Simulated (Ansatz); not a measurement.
## YZn, space group Fm-3m: a check of PAW against all-electron LAPW, step by step

Program: the Ansatz DFT code, driven from Python.

The script reads `yzn.extxyz`:
```text
2
Lattice="0.0 2.962987 2.962987 2.962987 0.0 2.962987 2.962987 2.962987 0.0" Properties=species:S:1:pos:R:3 pbc="T T T"
Y     0.00000000    0.00000000    0.00000000
Zn    2.96298700    2.96298700    2.96298700
```

Run as a notebook:

In [1]:
```python
import ansatz
import numpy as np
import pandas as pd
```

In [2]:
```python
FILLING = "gaussian"
SMEARING_WIDTH = 0.15
XC = "pbesol"
K_SPACING = 0.2
```

In [3]:
```python
def count_gap(report):
    # lowest empty less highest filled band, counting bands; zero where they overlap
    return max(report.get("gap_by_band_count_ev") or 0.0, 0.0)
```

In [4]:
```python
yzn = ansatz.Crystal.from_extxyz("yzn.extxyz")

model = yzn.calculation()
model = model.occupations(FILLING, width=SMEARING_WIDTH)
model = model.functional(XC)
model = model.kpoints(spacing=K_SPACING).stress()
model = model.forces().band_table()
variants = {
    "PAW": model.pseudopotentials("paw", azcp={"folder": "soft_1"}),
    "LAPW": model.pseudopotentials("all_electron", lapw=True),
}
# totals differ by the cores that each treatment holds, so compare what does not depend on them
rows = []
for label, variant in variants.items():
    data = variant.run(threads=1).report
    levels = np.array(data["eigenvalues_ev"][0]) - data["fermi_energy_ev"]
    print(label, "levels at the first k-point near E_F:", np.round(levels[np.abs(levels) < 5], 3))
    rows.append((label, data["n_electrons"], np.trace(data["stress_gpa"]) / 3, count_gap(data)))
print(pd.DataFrame(rows, columns=["treatment", "electrons in bands", "P GPa", "gap by band count eV"]).round(4).to_string(index=False))
```
```text
DeckWarning: basis.ecutwfc = 420 eV, auto-derived from the records' recommended cutoffs: set by Y (normal level)
DeckWarning: soft_1/Y.paw.azcp: the record states the generating functional pbe (its physics header spells it `PBE`), which answers neither for hamiltonian.xc's functional nor for the pbesol family's — results may be inconsistent (PPs are generated against a specific XC)
DeckWarning: soft_1/Zn.paw.azcp: the record states the generating functional pbe (its physics header spells it `PBE`), which answers neither for hamiltonian.xc's functional nor for the pbesol family's — results may be inconsistent (PPs are generated against a specific XC)
PAW levels at the first k-point near E_F: [1.621 1.621 1.621 2.622 2.622 4.913]
LAPW levels at the first k-point near E_F: [1.62  1.62  1.62  2.62  2.62  4.913 4.913]
treatment  electrons in bands   P GPa  gap by band count eV
      PAW                23.0 -2.5693                   0.0
     LAPW                49.0 -2.5750                   0.0
```

PAW gives -2.569 GPa and LAPW -2.575 GPa, 0.006 GPa apart. They took 3.4 and 14.9 s of processor time.

Spin is left out of this run. The computed bands are complete only to about 3.8 eV above the Fermi level. The free energy holds a sizeable smearing term, which stands for no physical temperature. A gap by band count of zero or less means overlapping bands, a metal, and at an odd count of electrons it is no gap at all. The PAW files read here were made with PBE, not with each functional that runs on them. The structure comes from a database of computed cells and needn't be a stable or known phase. Gaps and levels are Kohn-Sham values on a finite set of k-points, without spin-orbit coupling. Warnings are shown shortened and without file and line. Pressure is positive in compression; the treatments may keep other shells as core, so totals and counts of electrons can differ. By the engine's processor time: 18 s on 1 thread of Intel(R) Xeon(R) Processor @ 2.30GHz, with other jobs on the host, peak memory 0.68 GiB.
